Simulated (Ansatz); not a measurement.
From input file to script: ScPt, space group Pm-3m in Ansatz 0.2.0.

```yaml
crystal:
  lattice:
    - [3.27, 0.0, 0.0]
    - [0.0, 3.27, 0.0]
    - [0.0, 0.0, 3.27]
  atoms:
    - { symbol: Sc, position: [0.5, 0.5, 0.5] }
    - { symbol: Pt, position: [0.0, 0.0, 0.0] }
kpoints:
  mp_grid:
    grid: [6, 6, 6]
    shift: [0.0, 0.0, 0.0]
hamiltonian:
  xc: pbesol
scf:
  occupations:
    method: gaussian
relax:
  f_tol: 0.03
  max_steps: 40
  random_displacement:
    amplitude: 0.15
    seed: 355
```

`scpt.py`
```python
"""Relax the ions of ScPt at fixed cell."""

import ansatz as az
from ase import Atoms
from ase.data import atomic_numbers
from ase.io import write
from ase.neighborlist import neighbor_list
import numpy as np
import spglib


def main() -> None:
    cell = (
        az.Lattice.of((3.27, 0.0, 0.0), (0.0, 3.27, 0.0), (0.0, 0.0, 3.27))
        .atom("Sc", (0.5, 0.5, 0.5))
        .atom("Pt", (0.0, 0.0, 0.0))
    )

    calculation = (
        cell.calculation()
        .functional("pbesol")
        .kpoints(6, 6, 6, center="gamma")
        .occupations("gaussian")
        .relax(force_tolerance=0.03, max_steps=40, random_displacement=True, displacement_amplitude=0.15, displacement_seed=355)
    )
    steps = []


    def collect(event):
        if event["event"] == "relax_step":
            steps.append(event["data"])


    res = calculation.session().plan().execute(on_event=collect)
    summary = res.report
    print("step   energy (eV)     max comp. (eV/A)  SCF")
    for s in steps:
        print(f"{s['step']:4d} {s['lagrangian_ev']:15.5f} {s['allowed_force_max_ev_ang']:12.4f} {s['n_scf']:5d}")

    first, last = steps[0], steps[-1]
    symbols = [site.symbol for site in res.lattice.sites]
    print(f"energy gained {first['lagrangian_ev'] - last['lagrangian_ev']:.4f} eV in {len(steps) - 1} steps")

    print("relaxed fractional positions")
    for site in res.lattice.sites:
        print(f"  {site.symbol:2s}", " ".join(f"{v % 1:8.5f}" for v in np.round(site.position_frac, 5)))

    relaxed = Atoms(symbols, positions=[site.position_ang for site in res.lattice.sites], cell=res.lattice.cell_ang, pbc=True)
    write("relaxed.cif", relaxed, format="cif")

    fractions = [site.position_frac for site in res.lattice.sites]
    numbers = [atomic_numbers[s] for s in symbols]
    for tolerance in (1e-3, 1e-2, 1e-1):
        print(f"space group at {tolerance} A:", spglib.get_spacegroup((res.lattice.cell_ang, fractions, numbers), symprec=tolerance))

    final = Atoms(symbols, positions=last["positions_ang"], cell=res.lattice.cell_ang, pbc=True)
    i, j, d = neighbor_list("ijd", final, 4.5)
    print("neighbours within 1.15 times the shortest distance of each atom (A)")
    for atom in range(len(final)):
        near = [m for m in np.argsort(d) if i[m] == atom]
        shell = [m for m in near if d[m] < 1.15 * d[near[0]]]
        print(f"{symbols[atom]}{atom} ({len(shell)}):", ", ".join(f"{symbols[j[m]]} {d[m]:.3f}" for m in shell))

    energy = summary["free_energy_ev"]
    print("ScPt: {:.6f} eV = {:.6f} Ry = {:.6f} Ha".format(energy, energy / 13.605693, energy / 27.211386))
    print("Fermi level {:.4f} eV, {} k-points, {} symmetry operations".format(summary["fermi_energy_ev"], summary["n_kpoints"], summary["n_symmetry_ops"]))


if __name__ == "__main__":
    main()
```

Output of `python scpt.py`:
```text
DeckWarning: basis.ecutwfc = 420 eV, auto-derived from the records' recommended cutoffs: set by Sc (normal level)
step   energy (eV)     max comp. (eV/A)  SCF
   1    -14497.67582       0.3612     6
   2    -14497.69907       0.0283     6
   3    -14497.69907       0.0283     6
energy gained 0.0233 eV in 2 steps
relaxed fractional positions
  Sc  0.52230  0.51361  0.53403
  Pt  0.02222  0.01136  0.03445
space group at 0.001 A: Pm (6)
space group at 0.01 A: P4mm (99)
space group at 0.1 A: Pm-3m (221)
neighbours within 1.15 times the shortest distance of each atom (A)
Sc0 (8): Pt 2.827, Pt 2.827, Pt 2.828, Pt 2.829, Pt 2.835, Pt 2.835, Pt 2.837, Pt 2.837
Pt1 (8): Sc 2.827, Sc 2.827, Sc 2.828, Sc 2.829, Sc 2.835, Sc 2.835, Sc 2.837, Sc 2.837
ScPt: -14497.699069 eV = -1065.561237 Ry = -532.780619 Ha
Fermi level 17.2467 eV, 112 k-points, 1 symmetry operations
```
(Warnings from the package without file and line.)

Reading the output:
- Total energies depend on the potentials; only differences at equal settings carry meaning. A total without «per atom» is that of the cell as typed.
- No spin polarisation was allowed.
- For a metal this k-point mesh is coarse: on a finer one energies can move by several to tens of meV an atom and pressures by half a GPa or more, differences at one mesh by less.
- Only differences from the Fermi energy are physical; the zero of the scale is a convention.
- Energies along a relaxation are free energies. A last row that repeats the one before re-solves the same geometry more tightly.
- The first row is the displaced cell, and groups found at tight tolerances show what the force threshold leaves of the kick.
- Spin-orbit coupling, which matters for elements this heavy, is left out.
- The structure is a deposited one; some such entries were measured under pressure or heat, so a shift against it needn't be the functional's error alone.
- Run time: 12 s on 1 thread of Arm Neoverse V2, on a shared host, peak memory 0.49 GiB.

(Lines on the test bed's own set-up are left out of the output.)
